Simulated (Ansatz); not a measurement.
# triplet C2H7BO: levels of theory compared

Aim: a comparison of 6 runs (UB3LYP/6-31G*, U-r2SCAN/cc-pVDZ, USVWN5/cc-pVDZ, RPA@PBE/cc-pVDZ, UCCSD/cc-pVDZ) of triplet C2H7BO. 

The calculation is run with Ansatz 0.2.0.

62 further runs of the same task are left out: 62 set aside as unsound or not needed. Runs told in other sessions of the task aren't counted.

## (1) Starting point

The species is C2H7BO (11 atoms), meant as a triplet with charge 0. SMILES of the parent species: `CBOC`. The coordinates come from a PBE0-D4/def2-TZVP relaxation. This is one conformer, not always the lowest. That shape belongs to the parent species and isn't relaxed for this state.

Bond lengths: C1–B2 1.560 Å, B2–O3 1.348 Å, O3–C4 1.411 Å, C1–H5 1.091 Å, C1–H6 1.096 Å, C1–H7 1.096 Å, B2–H8 1.208 Å, C4–H9 1.092 Å, C4–H10 1.094 Å, C4–H11 1.092 Å. Some angles: C1–B2–O3 119.6°, B2–O3–C4 122.3°, C1–B2–H8 122.0°, O3–B2–H8 118.4°, B2–C1–H5 113.4°, B2–C1–H6 110.3°, B2–C1–H7 110.1°, O3–C4–H9 109.0°, O3–C4–H10 111.4°, O3–C4–H11 109.1°.

## (2) A single-point energy at UB3LYP/6-31G(d) (spherical functions) (run 1)

job.yaml reads:

```yaml
crystal:
  periodic: [false, false, false]
  atoms:
    - symbol: C
      position_ang: [-1.306200, 1.341700, -0.364700]
    - symbol: B
      position_ang: [-0.434700, 0.206700, 0.257100]
    - symbol: O
      position_ang: [0.626600, -0.267100, -0.425200]
    - symbol: C
      position_ang: [1.454400, -1.289700, 0.083900]
    - symbol: H
      position_ang: [-0.966000, 1.657000, -1.352600]
    - symbol: H
      position_ang: [-2.351400, 1.021300, -0.437600]
    - symbol: H
      position_ang: [-1.315700, 2.214600, 0.297900]
    - symbol: H
      position_ang: [-0.678700, -0.268200, 1.340800]
    - symbol: H
      position_ang: [1.446400, -2.133000, -0.610100]
    - symbol: H
      position_ang: [1.113800, -1.626100, 1.067400]
    - symbol: H
      position_ang: [2.476800, -0.914200, 0.163700]
basis:
  gaussian: {orbitals: 6-31G_st_-spherical.json}
hamiltonian: {xc: {name: B3LYP}}
output: {orbitals: {seedname: orbitals}}
accuracy: high
magnetization: {spin_polarized: true, initial_magnetization: 2}
```

The basis set 6-31G* is read from a file made from the Basis Set Exchange's data (not shown).

The run is started by

```console
$ ansatz run job.yaml --threads 1 --pin off --max-ram 3480MiB --events-out events.jsonl --progress --plain --runs-dir runs
```

Log:

```text
Warning: RAYON_NUM_THREADS=1 ignored (pool sized by the plan → 1); use --threads N
Functional definition: B3LYP
  name "B3LYP"
  parameter a0 = 0.2
  parameter ax = 0.72
  parameter ac = 0.81
  exchange = (1 - a0 - ax)*slater_x + ax*b88_x + a0*exact_x
  correlation = (1 - ac)*vwn_rpa_c + ac*lyp_c
1741 factors; integrals over basis functions are off by at most 3.4e-9 eV
mean field evaluation 1: about -4900.3831 eV, gradient 3.4e1 eV
mean field evaluation 2: about -4896.9728 eV, gradient 4.2e1 eV
mean field evaluation 4: about -4906.1097 eV, gradient 1.8e0 eV
mean field evaluation 8: about -4906.3567 eV, gradient 1.3e-1 eV
mean field evaluation 16: about -4906.3568 eV, gradient 1.0e-3 eV
mean field evaluation 32: about -4906.3568 eV, gradient 1.8e-7 eV
mean field -4906.35681026 eV, -180.3052871291 hartree, gradient 2.2e-8 eV, S^2 2.003401; 2 other end points of the search recorded, 0 dependent functions left out
reference -4906.35684640 eV, -180.3052884571 hartree; 17, 15 occupied and 53, 55 virtual orbitals, 1741 factors
Total energy: -4906.35684640 eV, -180.3052884571 hartree
```

It took 17 s on 1 thread of Arm Neoverse V2, shared host; peak memory 0.3 GiB.

## (3) The energy at UB3LYP/6-31G(d) (Cartesian functions) (run 2)

in.yaml reads:

```yaml
crystal:
  periodic: [false, false, false]
  atoms:
    - {symbol: C, position_ang: [-1.306200, 1.341700, -0.364700]}
    - {symbol: B, position_ang: [-0.434700, 0.206700, 0.257100]}
    - {symbol: O, position_ang: [0.626600, -0.267100, -0.425200]}
    - {symbol: C, position_ang: [1.454400, -1.289700, 0.083900]}
    - {symbol: H, position_ang: [-0.966000, 1.657000, -1.352600]}
    - {symbol: H, position_ang: [-2.351400, 1.021300, -0.437600]}
    - {symbol: H, position_ang: [-1.315700, 2.214600, 0.297900]}
    - {symbol: H, position_ang: [-0.678700, -0.268200, 1.340800]}
    - {symbol: H, position_ang: [1.446400, -2.133000, -0.610100]}
    - {symbol: H, position_ang: [1.113800, -1.626100, 1.067400]}
    - {symbol: H, position_ang: [2.476800, -0.914200, 0.163700]}
basis:
  gaussian:
    orbitals: "6-31G*"
magnetization:
  spin_polarized: true
  initial_magnetization: 2
hamiltonian:
  xc: {name: B3LYP}
accuracy: high
output:
  orbitals: {seedname: orbitals}
```

The run is started by

```console
$ ansatz run in.yaml --threads 1 --pin off --max-ram 3480MiB --events-out events.jsonl --progress --plain --runs-dir runs
```

Log:

```text
Warning: RAYON_NUM_THREADS=1 ignored (pool sized by the plan → 1); use --threads N
Functional definition: B3LYP
  name "B3LYP"
  parameter a0 = 0.2
  parameter ax = 0.72
  parameter ac = 0.81
  exchange = (1 - a0 - ax)*slater_x + ax*b88_x + a0*exact_x
  correlation = (1 - ac)*vwn_rpa_c + ac*lyp_c
1760 factors; integrals over basis functions are off by at most 4.1e-9 eV
mean field evaluation 1: about -4900.5151 eV, gradient 3.5e1 eV
mean field evaluation 2: about -4897.0591 eV, gradient 4.3e1 eV
mean field evaluation 4: about -4906.2503 eV, gradient 1.8e0 eV
mean field evaluation 8: about -4906.4333 eV, gradient 1.2e-1 eV
mean field evaluation 16: about -4906.4335 eV, gradient 8.6e-4 eV
mean field evaluation 32: about -4906.4335 eV, gradient 2.3e-7 eV
mean field -4906.43345684 eV, -180.3081038387 hartree, gradient 5.1e-8 eV, S^2 2.003427; 2 other end points of the search recorded, 0 dependent functions left out
reference -4906.43349298 eV, -180.3081051671 hartree; 17, 15 occupied and 57, 59 virtual orbitals, 1760 factors
Total energy: -4906.43349298 eV, -180.3081051671 hartree
```

It took 20 s on 1 thread of Arm Neoverse V2, shared host; peak memory 0.31 GiB.

Runs 3 to 5 aren't shown in full; the table further down has their settings and results.

## (4) A single-point energy at UCCSD/cc-pVDZ (run 6)

in.yaml, as its differences from that of step 3:

```diff
@@ -16,3 +16,3 @@
   gaussian:
-    orbitals: "6-31G*"
+    orbitals: cc-pVDZ
 magnetization:
@@ -20,6 +20,7 @@
   initial_magnetization: 2
-hamiltonian:
-  xc: {name: B3LYP}
+correlation:
+  method: ccsd
+  frozen_orbitals: {B: 1, C: 1, H: 0, O: 1}
 accuracy: high
-output:
-  orbitals: {seedname: orbitals}
+scf:
+  omitted_lower_state_checks: [cluster_reference, increment]
```

The run is started by

```console
$ ansatz run in.yaml --threads 1 --pin off --max-ram 3480MiB --events-out events.jsonl --progress --plain --runs-dir runs
```

Log:

```text
Warning: RAYON_NUM_THREADS=1 ignored (pool sized by the plan → 1); use --threads N
[... 16 lines left out ...]
4 core orbitals not correlated: weight in the atoms' cores, before any rotation towards them, 1.000 or more for the frozen orbitals, at most 0.000 for the correlated occupied ones
[... 44 lines left out ...]
Total energy: -4891.11825798 eV, -179.7452806618 hartree
Checks for a lower state left out: cluster_reference, increment
```

It took 2.8 min on 1 thread of Arm Neoverse V2, shared host; peak memory 1.3 GiB.

## (5) The series

```csv
run,level,Cartesian functions,frozen core orbitals,energy (Eh),HOMO energy (eV),⟨S²⟩,wall time
1,UB3LYP/6-31G* (spherical functions),no,–,-180.305288,-1.48,2.003,17 s
2,UB3LYP/6-31G* (Cartesian functions),yes,–,-180.308105,-1.48,2.003,20 s
3,U-r2SCAN/cc-pVDZ,no,–,-180.211731,-1.26,2.006,34 s
4,USVWN5/cc-pVDZ,no,–,-178.717628,-0.97,2.002,8.7 s
5,RPA@PBE/cc-pVDZ,no,4,-180.071134,–,2.002,33 s
6,UCCSD/cc-pVDZ,no,4,-179.745281,–,2.022,2.8 min
```

## (6) Outcome

```
                                          quantity          value
                               run 6: total energy  -179.74528 Eh
run 6: correlation energy (4 core orbitals frozen)     -579.9 mEh
          run 6: ⟨S²⟩ of the reference determinant          2.022
                              run 6: T1 diagnostic          0.020
```

In words: Totals of different functionals can't be ranked against each other. All runs together took 4.7 min, the longest 2.8 min.
